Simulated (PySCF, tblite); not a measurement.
# C₇H₇FN radical: geometry, infrared bands and EPR parameters

Wanted: the infrared bands and EPR parameters of C₇H₇FN radical (`Cc1ccc([NH])cc1F`), by calculation.

The runs use tblite 0.8.0 and PySCF 2.14.0, with density-fitted response routines of our own; the level of theory stands in each step. All values are computed, except where a source is named. Atoms are numbered from 0 throughout.

**1. The starting structure**

16 atoms, charge 0, multiplicity 2; geometry from: force field or distance geometry start.

Bonds of the start (Å): C0–C1 1.48, C1–C2 1.40, C2–C3 1.39, C3–C4 1.40, C4–N5 1.34, C4–C6 1.40, C6–C7 1.39, C7–F8 1.35, C7–C1 1.40, C0–H9 1.10, C0–H10 1.10, C0–H11 1.10, C2–H12 1.10, C3–H13 1.08, N5–H14 1.02, C6–H15 1.08.

**2. Optimising the geometry with GFN2-xTB**

Job settings and geometry (Å):

```
{"job": {"kind": "relax", "xc": "GFN2-xTB", "basis": "xTB"}, "charge": 0, "multiplicity": 2}
C     -2.461100    -0.125400     0.014500
C     -0.986100     0.010200    -0.020300
C     -0.347700     1.241100     0.155600
C      1.040200     1.345100     0.144000
C      1.851400     0.206500     0.008900
N      3.184700     0.339400     0.005100
C      1.218500    -1.027000    -0.152000
C     -0.168100    -1.120200    -0.145000
F     -0.740700    -2.336600    -0.285100
H     -2.958100     0.836000    -0.189700
H     -2.803000    -0.471800     0.997600
H     -2.814800    -0.833900    -0.745200
H     -0.944800     2.152200     0.290000
H      1.519000     2.308500     0.272900
H      3.598800    -0.582400    -0.112100
H      1.804200    -1.932700    -0.250700
```

Started as:

```bash
$ OMP_NUM_THREADS=1 python probes_run.py task.json out
```

The driver reads the jobs from task.json and runs them one after another.

**Question.** This job is followed by: GFN2-xTB harmonic vibrations, gas phase; UKS B3LYP, pcH-1 on C F H N, non-relativistic, mean-field spin-orbit, GIAO. What will the session give for the following? strongest single infrared mode (GFN2-xTB); zero-point energy (GFN2-xTB); g(iso) (B3LYP); ⟨S²⟩; largest a(iso) (averaged by class); potential on the surface of density 0.002 e/bohr³, 1st and 99th percentile.

**Answer**, as computed:

```
                                                                  quantity                  value
                                 strongest single infrared mode (GFN2-xTB)  1484 cm⁻¹, 119 km/mol
                                              zero-point energy (GFN2-xTB)          75.1 kcal/mol
                                                            g(iso) (B3LYP)                2.00338
                                                                      ⟨S²⟩     0.787 (exact 0.75)
                                        largest a(iso) (averaged by class)   13C on C4, -40.0 MHz
potential on the surface of density 0.002 e/bohr³, 1st and 99th percentile     -1.83 V and 1.35 V
```

The optimisation took 20 steps and gained 0.128 eV; among the close pairs (by a distance rule), C4–C6 changed most, from 1.396 to 1.436 Å. No mode is imaginary among the 42: a minimum at this level. The strongest single mode, at 1484 cm⁻¹, has its largest shares on C4, N5 and C6 (the list is cut at 3 atoms). GFN2-xTB is a fitted tight-binding method: band positions and strengths are rough. Its intensities can rank the bands wrongly. N5 carries the largest spin population, 0.56 e. The isotropic g lies 1.1 ppt above the free-electron value. These values are for one conformer; the search (at its own cheap level) found 1 more, at 0.33 kcal/mol, and measured spectra average over such forms.
